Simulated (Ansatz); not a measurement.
# Te2Pb: how the settings move a single-point run

How sensitive is a single-point run of Te2Pb to its settings? A reference run comes first, then two runs with altered input. The cell is built on a prototype (CdCl2 type) and needn't be the phase found in nature.

Method: reference: DFT, PBE, plane waves, PAW, in Ansatz 0.2.0.

4 further runs of the same task are left out: 2 for a known fault of the program, 2 that didn't finish.

**1. The structure to begin with**

Symmetry: R-3m, No. 166, trigonal system. Conventional cell: a = 4.254 Å, b = 4.254 Å, c = 18.793 Å, α = 90.00°, β = 90.00°, γ = 120.00°. Pb (site symmetry -3m) is surrounded by 6 Te at 3.13 Å. Te (site symmetry 3m) has 3 Pb at 3.13 Å and 3 Te at 3.41 Å as nearest neighbours.

Coordinates:

```
CELL_PARAMETERS angstrom
2.12700 1.22802 6.26421
-2.12700 1.22802 6.26421
0.00000 -2.45604 6.26421
ATOMIC_POSITIONS crystal
Pb 0.00000 0.00000 0.00000
Te 0.22975 0.22975 0.22975
Te 0.77025 0.77025 0.77025
```

**2. Baseline**

File input.yaml:

```yaml
crystal:
  lattice:
    - [2.1269962718, 1.2280218701, 6.2642067492]
    - [-2.1269962718, 1.2280218701, 6.2642067492]
    - [0.0, -2.4560437402, 6.2642067492]
  atoms:
    - { symbol: Pb, position: [0.0, 0.0, 0.0] }
    - { symbol: Te, position: [0.2297518145, 0.2297518145, 0.2297518145] }
    - { symbol: Te, position: [0.7702481855, 0.7702481855, 0.7702481855] }
kpoints:
  mp_grid: { grid: [6, 6, 6] }
hamiltonian:
  xc: pbe
scf:
  occupations: { method: fermi_dirac, width: 0.02 }
  n_extra_bands: 4
output:
  forces: true
  stress: true
  eigenvalues: true
```

Command:

```
> ansatz run input.yaml --threads 4 --pin off --max-ram 3686MiB --backend cpu --events-out ev --progress --plain --runs-dir out
```

**3. Variant: mp_grid.grid [8, 8, 1]**

Changes to input.yaml since step 2:

```diff
@@ -10,3 +10,3 @@
 kpoints:
-  mp_grid: { grid: [6, 6, 6] }
+  mp_grid: { grid: [8, 8, 1] }
 hamiltonian:
```

**4. Variant: xc r2scan**

Changes to input.yaml since step 2:

```diff
@@ -12,3 +12,3 @@
 hamiltonian:
-  xc: pbe
+  xc: r2scan
 scf:
```

Before running it: what results should come out? Wanted: for each run, ending; energy change; pressure; gap; force.

**Answer**, as computed:

```
                      run     ending    energy change  pressure (GPa)  gap (eV)  force (eV/Å)  cycles   time
                reference  converged                0             1.7      0.00          0.19       6  3.6 s
1: mp_grid.grid [8, 8, 1]  converged  -124.2 meV/atom             0.3      0.00          0.32       6  3.7 s
             2: xc r2scan  converged   not comparable             0.9      0.00          0.01       7  9.5 s
```

Residual by cycle in the longest SCF loop of each run; runs are numbered as in the table. The quantity is the density residual dr2, in eV.

```
cycle  reference    run 1    run 2
    1    0.00255   0.0221   0.0171
    2     8.6e-4  0.00284  0.00771
    3     8.9e-5   1.1e-4  0.00114
    4     1.6e-5   3.8e-5   1.3e-4
    5     1.2e-6   1.6e-6   1.3e-5
    6     2.6e-8   4.2e-8   7.8e-7
    7          -        -   5.1e-8
```

**Reading.** «mp_grid.grid [8, 8, 1]» moves the energy by -124.2 meV/atom. Semilocal functionals close small gaps, so the missing gap need not be the real solid's. Of the variants the dearest is «xc r2scan» (9.5 s), the cheapest «mp_grid.grid [8, 8, 1]» (3.7 s), on a shared host.
